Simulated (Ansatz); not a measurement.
**CH₆SSn: small, medium and large basis sets**

Aim: see how fast density functionals converge with the basis set for CH₆SSn.

Method: one geometry, several basis sets; program: Ansatz 0.2.0, Gaussian basis.

Levels to be run: PBE0-D4/def2-SVP; ωB97M-V/def2-SVP; PBE0-D4/def2-QZVPP; ωB97M-V/def2-QZVPP; the functionals' def2-TZVPP values are taken from earlier runs.

## (1) The geometry

The geometry comes from an earlier relaxation with PBE0-D4 in a triple-zeta def2 set; it is a stationary point, not always the lowest conformer. Sn takes the def2 core potential; no spin-orbit term is included.

9 atoms, charge 0, spin multiplicity 1.

Atoms are counted from 1 here; the program's logs count them from 0.

Bond lengths: C1–S2 1.817 Å, C1–H4 1.090 Å, C1–H5 1.090 Å, C1–H6 1.090 Å, S2–Sn3 2.394 Å, Sn3–H7 1.709 Å, Sn3–H8 1.701 Å, Sn3–H9 1.709 Å. Angles: S2–C1–H4 106.6°, S2–C1–H5 111.6°, S2–C1–H6 111.6°, H4–C1–H5 108.6°, H4–C1–H6 108.6°, H5–C1–H6 109.9°, C1–S2–Sn3 99.5°, S2–Sn3–H7 108.9°, S2–Sn3–H8 106.7°, S2–Sn3–H9 108.9°, H7–Sn3–H8 111.5°, H7–Sn3–H9 109.2°, H8–Sn3–H9 111.5°.

## (2) PBE0-D4 in def2-SVP

in.yaml

```yaml
crystal:
  periodic: [false, false, false]
  atoms:
    - {symbol: C, position_ang: [-0.754120, 1.047799, -0.988663]}
    - {symbol: S, position_ang: [-0.671177, -0.767019, -0.982153]}
    - {symbol: Sn, position_ang: [0.734126, -1.093562, 0.928576]}
    - {symbol: H, position_ang: [-1.380678, 1.327011, -1.835974]}
    - {symbol: H, position_ang: [0.231615, 1.493643, -1.124221]}
    - {symbol: H, position_ang: [-1.212481, 1.431548, -0.076836]}
    - {symbol: H, position_ang: [2.224690, -0.301288, 0.660554]}
    - {symbol: H, position_ang: [0.942263, -2.773284, 1.102558]}
    - {symbol: H, position_ang: [-0.025837, -0.411047, 2.298960]}
basis:
  gaussian: {orbitals: def2-SVP}
hamiltonian: {xc: pbe0, dispersion: d4}
output: {orbitals: {seedname: orbitals}}
```

Command:

```bash
$ ansatz run in.yaml --threads 2 --pin off --events-out ev --progress --plain --max-ram 32768MiB --backend cpu
```

After this run come: ωB97M-V in def2-SVP; PBE0-D4 in def2-QZVPP; ωB97M-V in def2-QZVPP.

Q: Predict the results of all the runs planned. Wanted: PBE0-D4: double and triple zeta above quadruple; ωB97M-V: double and triple zeta above quadruple.

The runs gave:

| quantity | value |
| --- | --- |
| PBE0-D4: double and triple zeta above quadruple | 5.78, 0.46 eV |
| ωB97M-V: double and triple zeta above quadruple | 5.89, 0.45 eV |

PBE0-D4 gains 5.32 eV from double to triple zeta, then 0.46 eV more. These are total energies; as a rule much of such shifts cancels in differences, which this series doesn't test. The LUMO of ωB97M-V is positive and keeps falling with the basis (1.67 to 0.87 eV): an unbound level that the basis holds in place.
